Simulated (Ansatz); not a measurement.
# Nb: a slab and its surfaces, (110), 5 layers

Aim: cut a slab of Nb (110), 5 layers from the relaxed bulk, relax it, and get surface energy and work function. Methods of the runs shown: PAW. Its runs: bulk cell relaxed (PAW); bulk in the slab's orientation (PAW); the reference run (PAW); atoms relaxed (PAW); field of 0.1 V/Å along the normal (PAW); core holes in 3d of Nb (PAW).

Program: Ansatz 0.2.0. Level of theory: DFT, PBEsol, PAW with Ansatz's default frozen-core files, scalar-relativistic. These are calculated values, not measurements.

## 1. The structure to begin with

It takes space group Im-3m (No. 229, cubic). The conventional cell has a = 3.301 Å, b = 3.301 Å, c = 3.301 Å, α = 90.00°, β = 90.00°, γ = 90.00°. Nb (site symmetry m-3m) is surrounded by 8 Nb at 2.86 Å.

Coordinates:

```cif
data_structure
_symmetry_space_group_name_H-M 'P 1'
_symmetry_Int_Tables_number 1
_cell_length_a 2.8585
_cell_length_b 2.8585
_cell_length_c 2.8585
_cell_angle_alpha 109.471
_cell_angle_beta 109.471
_cell_angle_gamma 109.471
_cell_volume 17.98
loop_
_atom_site_label
_atom_site_type_symbol
_atom_site_fract_x
_atom_site_fract_y
_atom_site_fract_z
_atom_site_occupancy
Nb1 Nb 0.00000 0.00000 0.00000 1
```

## 2. Bulk cell relaxed, PAW

Contents of input.yaml:

```yaml
crystal:
  lattice:
    - [-1.6503519298, 1.6503519298, 1.6503519298]
    - [1.6503519298, -1.6503519298, 1.6503519298]
    - [1.6503519298, 1.6503519298, -1.6503519298]
  atoms:
    - { symbol: Nb, position: [0.0, 0.0, 0.0] }
kpoints:
  mp_grid: { grid: [18, 18, 18] }
scf:
  occupations: { method: fermi_dirac, width: 0.1 }
hamiltonian:
  xc: pbesol
  pseudopotentials: { kind: paw }
output:
  forces: true
  stress: true
  write_density: true
  write_potential: true
  elf: true
  volumetric_format: npy
relax:
  f_tol: 0.005
  max_steps: 40
  cell: {}
```

On the command line:

```console
> ansatz run input.yaml --threads 2 --pin off --max-ram 4096MiB --backend cpu --events-out ev --progress --plain --runs-dir out
```

The runs that follow: Bulk in the slab's orientation, PAW; Slab as cut, PAW; Atoms relaxed, PAW; Field of 0.1 V/Å along the normal, PAW; Core holes in 3d of Nb, PAW.

What does the calculation give? Wanted: surface energy; work function; outer layer spacing; core-level shifts among the layers.

**Answer**, as computed:

```
                                      quantity                               value
                 surface energy (PAW, relaxed)                           2.34 J/m²
                  work function (PAW, relaxed)                             4.61 eV
                     outer layer spacing (PAW)                       2.31 → 2.22 Å
core-level shifts among the layers (PAW holes)  Nb1 +0.00, Nb2 -0.24, Nb3 -0.26 eV
```

**Reading.** By PAW the surface costs 2.38 J/m² as cut and 2.34 J/m² relaxed. The outermost spacing changes by -4.0 % (PAW). The field of 0.1 V/Å along the normal induces a dipole of 0.056 e·Å per cell (PAW). Thickness wasn't converged, and no reconstruction was sought.
